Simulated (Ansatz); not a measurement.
LuBr in Ansatz: the effect of target pressure

LuBr:

```xyz
4
Lattice="3.6069 0.0000 0.0000 -1.8034 3.1236 0.0000 0.0000 0.0000 9.8717" Properties=species:S:1:pos:R:3 pbc="T T T"
Lu    1.8034    1.0412    8.2033
Lu    0.0000    2.0824    3.2675
Br    1.8034    1.0412    5.3703
Br    0.0000    2.0824    0.4345
```

The cell comes from a database or a generator and needn't be the stable form of this composition.

Alike in all runs:

| Property | Result |
| --- | --- |
| Program | Ansatz 0.2.0 |
| Task | relaxation of cell and atoms |
| Functional | r2SCAN |
| Potentials or basis | Ansatz PAW |
| Cutoff | 500 eV (not typed: the program's choice for these potentials) |
| k mesh | 9 × 9 × 3 |
| Occupations | fermi-dirac, width 0.05 eV |
| Spin | no spin polarisation |

Each run relaxes the cell or the atoms first.

Question: One run gave: relaxed volume 21.18 Å³/atom. Which target pressure did it use?
A. 10 GPa
B. 20 GPa
C. 2 GPa
D. 30 GPa
E. 5 GPa

Answer: B.

| target pressure | relaxed volume (Å³/atom) |
| --- | --- |
| 0 GPa | 27.41 |
| 2 GPa | 26.32 |
| 5 GPa | 25.05 |
| 10 GPa | 23.41 |
| 20 GPa | 21.18 |
| 30 GPa | 19.64 |

Caveats: the plane-wave basis is chosen anew once the cell has moved, so the energies of steps on either side of that aren't comparable; the PAW data sets come from PBE, with cores solved anew for the run's functional, which leaves a small shift of forces and pressure; the volume moved by over 15 % at a fixed basis, so the end points are rough (some runs).
